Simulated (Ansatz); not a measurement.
# SnGe15: the cost of one run

Computed with Ansatz 0.2.0 (DFT PBEsol, scalar-relativistic, plane waves, PAW, unless a step's input says otherwise).

That is the level of the relaxation; later steps name their own.

### Step 1. The system as given

Symmetry: F-43m, No. 216, cubic system. The conventional cell has a = 11.984 Å, b = 11.984 Å, c = 11.984 Å, α = 90.00°, β = 90.00°, γ = 90.00°. Ge (site symmetry 3m) has 4 Ge at 2.59 Å as nearest neighbours. Ge (site symmetry 3m) is surrounded by 3 Ge at 2.59 Å and 1 Sn at 2.59 Å. Ge (site symmetry -43m) is surrounded by 4 Ge at 2.59 Å. Ge (site symmetry 2mm) is surrounded by 4 Ge at 2.59 Å. Around Sn (site symmetry -43m) lie 4 Ge at 2.59 Å.

Structure file:

```
Ge Sn
1.0
     0.00000    5.99217    5.99217
     5.99217    0.00000    5.99217
     5.99217    5.99217    0.00000
Ge Sn
15 1
Direct
  0.00000 0.00000 0.00000
  0.00000 0.00000 0.50000
  0.00000 0.50000 0.00000
  0.00000 0.50000 0.50000
  0.50000 0.00000 0.00000
  0.50000 0.00000 0.50000
  0.50000 0.50000 0.00000
  0.50000 0.50000 0.50000
  0.12500 0.12500 0.12500
  0.12500 0.12500 0.62500
  0.12500 0.62500 0.12500
  0.12500 0.62500 0.62500
  0.62500 0.12500 0.12500
  0.62500 0.12500 0.62500
  0.62500 0.62500 0.12500
  0.62500 0.62500 0.62500
```

(A quick probe on a coarse mesh, which set the mesh and smearing, is not shown.)

### Step 3. Full relaxation

input.yaml

```yaml
crystal:
  lattice:
    - [0.0, 5.99216606, 5.99216606]
    - [5.99216606, 0.0, 5.99216606]
    - [5.99216606, 5.99216606, 0.0]
  atoms:
    - { symbol: Ge, position: [0.0, 0.0, 0.0] }
    - { symbol: Ge, position: [0.0, 0.0, 0.5] }
    - { symbol: Ge, position: [0.0, 0.5, 0.0] }
    - { symbol: Ge, position: [0.0, 0.5, 0.5] }
    - { symbol: Ge, position: [0.5, 0.0, 0.0] }
    - { symbol: Ge, position: [0.5, 0.0, 0.5] }
    - { symbol: Ge, position: [0.5, 0.5, 0.0] }
    - { symbol: Ge, position: [0.5, 0.5, 0.5] }
    - { symbol: Ge, position: [0.125, 0.125, 0.125] }
    - { symbol: Ge, position: [0.125, 0.125, 0.625] }
    - { symbol: Ge, position: [0.125, 0.625, 0.125] }
    - { symbol: Ge, position: [0.125, 0.625, 0.625] }
    - { symbol: Ge, position: [0.625, 0.125, 0.125] }
    - { symbol: Ge, position: [0.625, 0.125, 0.625] }
    - { symbol: Ge, position: [0.625, 0.625, 0.125] }
    - { symbol: Sn, position: [0.625, 0.625, 0.625] }
basis:
  ecutwfc: 420
kpoints:
  mp_grid: { grid: [6, 6, 6] }
hamiltonian:
  xc: pbesol
scf:
  occupations: { method: gaussian, width: 0.1 }
output:
  forces: true
  stress: true
  eigenvalues: true
  write_density: true
  write_potential: true
  elf: true
  volumetric_format: npy
relax:
  adjacent_minimum: "off"
  f_tol: 0.005
  max_steps: 80
  cell: { stress_tol: 0.05 }
```

The run is started by

```
$ ansatz run input.yaml --threads 4 --pin off --max-ram 10240MiB --backend cpu --events-out ev --progress --plain --runs-dir out
```

What time and memory should one allow on 4 threads of Intel Xeon at 2.50GHz (Skylake/Cascade Lake), shared host?

About 5 min, with a peak of 1.8 GiB.
